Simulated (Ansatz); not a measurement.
**Ni (hcp type): how the settings move a single-point run**

Aim: see which settings change the result for Ni (hcp type), by how much, and at what cost.

Program: Ansatz 0.2.0. Level of theory: reference: DFT, PBEsol, norm-conserving pseudopotentials, Ansatz's default files, scalar-relativistic. These are calculated values, not measurements.

## 1. The system as given

Symmetry: P6_3/mmc, No. 194, hexagonal system. The conventional cell has a = 1.801 Å, b = 1.801 Å, c = 2.969 Å, α = 90.00°, β = 90.00°, γ = 120.00°. Around Ni (site symmetry -6m2) lie 12 Ni at 1.80 to 1.81 Å.

Structure file:

```
Ni
1.0
     1.80138    0.00000    0.00000
    -0.90069    1.56004    0.00000
     0.00000    0.00000    2.96873
Ni
2
Direct
  0.33333 0.66667 0.25000
  0.66667 0.33333 0.75000
```

## 2. Baseline

The input, input.yaml:

```yaml
crystal:
  lattice:
    - [1.801380931, 0.0, 0.0]
    - [-0.9006904655, 1.5600416481, 0.0]
    - [0.0, 0.0, 2.9687335551]
  atoms:
    - { symbol: Ni, position: [0.3333333333, 0.6666666667, 0.25], spin: 1.0 }
    - { symbol: Ni, position: [0.6666666667, 0.3333333333, 0.75], spin: 1.0 }
magnetization:
  spin_polarized: true
kpoints:
  mp_grid: { grid: [18, 18, 10] }
scf:
  occupations: { method: fermi_dirac, width: 0.1 }
hamiltonian:
  xc: pbesol
  pseudopotentials: { kind: nc }
output:
  forces: true
  stress: true
  eigenvalues: true
```

Command:

```
ansatz run input.yaml --threads 1 --pin off --max-ram 3072MiB --backend cpu --events-out ev --progress --plain --runs-dir out
```

## 3. Variant: xc_grid 1

input.yaml: that of step 2 with these lines changed.

```diff
@@ -21 +21,3 @@
   eigenvalues: true
+basis:
+  xc_grid: 1
```

Before running it: what results should come out? Wanted: for each run, ending; energy change; pressure; gap; force.

The runs gave:

| run | ending | energy change | pressure (GPa) | gap (eV) | force (eV/Å) | cycles | time |
| --- | --- | --- | --- | --- | --- | --- | --- |
| reference | converged | 0 | 1703.1 | 0.00 | 0.00 | 12 | 29 s |
| 1: xc_grid 1 | converged | 0.0 meV/atom | 1703.1 | 0.00 | 0.00 | 12 | 29 s |

Residual by cycle in the longest SCF loop of each run; runs are numbered as in the table. The quantity is the density residual dr2, in eV.

| cycle | reference | run 1 |
| --- | --- | --- |
| 1 | 0.105 | 0.105 |
| 2 | 0.0434 | 0.0434 |
| 3 | 0.00145 | 0.00145 |
| 4 | 0.00279 | 0.00279 |
| 5 | 0.00112 | 0.00112 |
| 6 | 3.6e-4 | 3.6e-4 |
| 7 | 4.8e-5 | 4.8e-5 |
| 8 | 1.7e-6 | 1.7e-6 |
| 9 | 1.8e-7 | 1.8e-7 |
| 10 | 3.6e-8 | 3.6e-8 |
| 11 | 5.1e-10 | 5.1e-10 |
| 12 | 4.9e-11 | 4.9e-11 |

Changing the numerical grids hardly moves the energy: 0.0 meV/atom. The structure is not at rest: the sound run finds 1703 GPa, so these are no properties of the relaxed crystal. 
